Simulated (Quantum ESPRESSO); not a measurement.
Crystal: HPbNO4.

```
CELL_PARAMETERS angstrom
4.12040 -0.00081 -0.01120
0.00404 6.42722 0.05360
0.02791 3.20707 7.74994
ATOMIC_POSITIONS crystal
H 0.90366 0.21821 0.48851
H 0.40337 0.78177 0.51142
Pb 0.39455 0.30863 0.70725
Pb 0.89489 0.69135 0.29266
N 0.63409 0.19990 0.20730
N 0.13386 0.80012 0.79275
O 0.90829 0.32866 0.54369
O 0.53792 0.39076 0.19497
O 0.53483 0.11279 0.10602
O 0.83718 0.08887 0.32672
O 0.40817 0.67132 0.45624
O 0.03774 0.60924 0.80520
O 0.03429 0.88737 0.89397
O 0.33716 0.91101 0.67330
```

The cell was built by a generator and needn't be a form met in nature.

Base run:

| Property | Result |
| --- | --- |
| Program | Quantum ESPRESSO 7.5 |
| Functional | PBEsol |
| Potentials or basis | SG15 PBE 1.2 |
| Cutoff | 1197 eV |
| Density cutoff | 4789 eV |
| k mesh | 5 × 4 × 3 |
| Occupations | fermi-dirac, width 0.05 eV |
| Spin | no spin polarisation |

Its results: band gap on the k mesh 3.27 eV, indirect (least direct gap 3.34 eV); pressure -1.9 GPa; largest force 0.315 eV/Å.

The run is repeated on the same cell with these changes: functional from PBEsol to r2SCAN. What comes out?

Band gap on the k mesh 3.77 eV, indirect (least direct gap 3.84 eV); pressure -3.4 GPa; largest force 0.487 eV/Å.

r2SCAN gives the wider gap, since meta-GGAs in the generalised Kohn-Sham scheme recover part of the derivative discontinuity.

Caveats: the potentials were made for another functional, which shifts forces and pressure; spin-orbit coupling is left out, which as a rule narrows the gap of such compounds by several tenths of an eV.
